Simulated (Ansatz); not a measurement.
The same calculation of C3H5B, SMILES BC#CC as a Python script and as an input file (Ansatz 0.2.0 through its Python package).

`energy_c3h5b.py`:
```python
"""Single point of C3H5B."""

import json
import logging
import sys

import ansatz as az
import numpy as np

logging.basicConfig(stream=sys.stdout, format="%(name)s: %(message)s")
logger = logging.getLogger("calc")
logger.setLevel(logging.INFO)

BASIS_SET = "cc-pVTZ"

GEOMETRY = """
B    -0.03640    2.03170   -1.04290
C    -0.03400    0.70630   -0.36410
C    -0.02010   -0.36420    0.16650
C     0.13880   -1.65980    0.83660
H     0.16560    2.15860   -2.22350
H    -0.42830    3.04640   -0.45040
H     1.13970   -1.89970    1.12440
H    -0.27500   -2.43350    0.14130
H    -0.56180   -1.63200    1.79500
"""

c3h5b = az.Crystal.molecule()
for line in GEOMETRY.strip().splitlines():
    symbol, *xyz = line.split()
    c3h5b = c3h5b.atom(symbol, [float(v) for v in xyz])

setup = (
    c3h5b.calculation()
    .basis(gaussian=BASIS_SET)  # the orbital basis, by name
    .functional(az.LibraryFunctional("wB97"))
    .forces()
)
summary = setup.session().plan(threads=1).execute().report

logger.info(f"E = {summary['free_energy_ev']:.6f} eV = {summary['free_energy_ev'] / 27.211386246:.7f} Ha")
print("converged:", summary["converged"], " doubts:", summary["published_state_doubts"] or "none")

state = summary["mean_field"]["state"]
logger.info(f"mean field: {state['energy']['hartree']:.7f} Ha, <S^2> = {abs(state['spin_squared']):.4f}, stability: {state.get('stability', {}).get('kind')}")

symbols = [site.symbol for site in c3h5b.cartesian_sites]
logger.info("forces (eV/A)")
for symbol, f in zip(symbols, summary["forces_ev_ang"]):
    logger.info(f"  {symbol:2s} {f[0]:9.4f} {f[1]:9.4f} {f[2]:9.4f}")

charges = summary["charge_distribution"]
print("dipole moment", round(4.803205 * float(np.linalg.norm(charges["dipole_moment_e_ang"])), 3), "D")
print("Mulliken:", [(s, round(q, 3)) for s, q in zip(symbols, charges["mulliken_charges_e"])])
with open("c3h5b.json", "w") as handle:
    json.dump({k: summary[k] for k in ("free_energy_ev", "reference_energy_ev", "n_occupied", "n_virtual")}, handle, indent=1)
```

Output of `python energy_c3h5b.py`:
```text
calc: E = -3866.815887 eV = -142.1028628 Ha
converged: True  doubts: none
calc: mean field: -142.1028628 Ha, <S^2> = 0.0000, stability: minimum
calc: forces (eV/A)
calc:   B    -0.9790    1.4773   -0.2526
calc:   C    -0.0079    0.7909   -0.4881
calc:   C     0.9933   -1.3987    0.9216
calc:   C    -3.5043   -0.0224    0.9035
calc:   H     0.2354   -0.1681    0.2508
calc:   H     0.4913   -0.7561   -0.2678
calc:   H     0.6841    0.0436    0.0759
calc:   H     0.4843    0.3481    0.7317
calc:   H     1.6028   -0.3146   -1.8750
dipole moment 2.055 D
Mulliken: [('B', -0.024), ('C', -0.616), ('C', 0.405), ('C', -0.313), ('H', 0.074), ('H', 0.059), ('H', 0.152), ('H', 0.138), ('H', 0.127)]
```

`input.yaml`:
```yaml
crystal:
  periodic: [false, false, false]
  atoms:
    - { symbol: B, position_ang: [-0.0364, 2.0317, -1.0429] }
    - { symbol: C, position_ang: [-0.034, 0.7063, -0.3641] }
    - { symbol: C, position_ang: [-0.0201, -0.3642, 0.1665] }
    - { symbol: C, position_ang: [0.1388, -1.6598, 0.8366] }
    - { symbol: H, position_ang: [0.1656, 2.1586, -2.2235] }
    - { symbol: H, position_ang: [-0.4283, 3.0464, -0.4504] }
    - { symbol: H, position_ang: [1.1397, -1.8997, 1.1244] }
    - { symbol: H, position_ang: [-0.275, -2.4335, 0.1413] }
    - { symbol: H, position_ang: [-0.5618, -1.632, 1.795] }
basis:
  gaussian: { orbitals: cc-pVTZ }
hamiltonian:
  xc: { name: wB97 }
output:
  forces: true
```

Launched from the shell:
```console
$ ansatz run input.yaml --threads 1 --pin off --max-ram 4096MiB --backend cpu --events-out ev --progress --plain --runs-dir out
Engine: ansatz 0.2.0, aarch64-unknown-linux-gnu
Functional definition: wB97
  parameter omega = 0.4/bohr
  parameter cx1 = 1.13116
  parameter cx2 = -2.74915
  parameter cx3 = 12.0900
  parameter cx4 = -5.71642
  parameter css1 = -2.55352
  parameter css2 = 11.8926
  parameter css3 = -26.9452
  parameter css4 = 17.0927
  parameter cos1 = 3.99051
  parameter cos2 = -17.0066
  parameter cos3 = 1.07292
  parameter cos4 = 8.88211
  exchange = spin_sum(e_x_unif_sr(omega)*poly(b97_u_x, 1, cx1, cx2, cx3, cx4)) + exact_x_lr(omega)
  correlation = spin_sum(e_c_pw_same_spin*poly(b97_u_same, 1, css1, css2, css3, css4))
      + integral(e_c_pw_opposite_spin*poly(b97_u_opposite, 1, cos1, cos2, cos3, cos4))
1004 factors; their error is unknown
334 factors; integrals over basis functions are off by at most 2.0e-5 eV
mean field evaluation 1: about -3864.3183 eV, gradient 3.2e1 eV
mean field evaluation 2: about -3866.0689 eV, gradient 1.8e1 eV
mean field evaluation 4: about -3866.8261 eV, gradient 2.3e0 eV
mean field evaluation 8: about -3866.8412 eV, gradient 9.3e-2 eV
mean field evaluation 16: about -3866.8159 eV, gradient 7.0e-5 eV
mean field -3866.81589761 eV, -142.1028632151 hartree, gradient 7.1e-5 eV, S^2 0.000000; 0 other end points of the search recorded, 0 dependent functions left out
the calculation of the forces begins
reference -3866.81588677 eV, -142.1028628168 hartree; 14, 14 occupied and 176, 176 virtual orbitals, 1004 factors
Total energy: -3866.81588677 eV, -142.1028628168 hartree
Atom 0 at    -0.036400     2.031700    -1.042900 Å, force    -0.978999     1.477293    -0.252629 eV/Å
Atom 1 at    -0.034000     0.706300    -0.364100 Å, force    -0.007883     0.790929    -0.488091 eV/Å
Atom 2 at    -0.020100    -0.364200     0.166500 Å, force     0.993303    -1.398689     0.921569 eV/Å
Atom 3 at     0.138800    -1.659800     0.836600 Å, force    -3.504316    -0.022434     0.903515 eV/Å
Atom 4 at     0.165600     2.158600    -2.223500 Å, force     0.235392    -0.168079     0.250828 eV/Å
Atom 5 at    -0.428300     3.046400    -0.450400 Å, force     0.491292    -0.756078    -0.267803 eV/Å
Atom 6 at     1.139700    -1.899700     1.124400 Å, force     0.684098     0.043565     0.075895 eV/Å
Atom 7 at    -0.275000    -2.433500     0.141300 Å, force     0.484279     0.348060     0.731741 eV/Å
Atom 8 at    -0.561800    -1.632000     1.795000 Å, force     1.602835    -0.314567    -1.875026 eV/Å
Dipole moment:     0.064198    -0.380438     0.184888 e Å
```

Total energies depend on the basis set; only differences at equal settings carry meaning. The geometry is a force-field or estimated start, not a minimum of this method, and the basis set is short of its limit. Run time: 12 s on 1 thread of Arm Neoverse V1, on a shared host, peak memory 0.32 GiB.
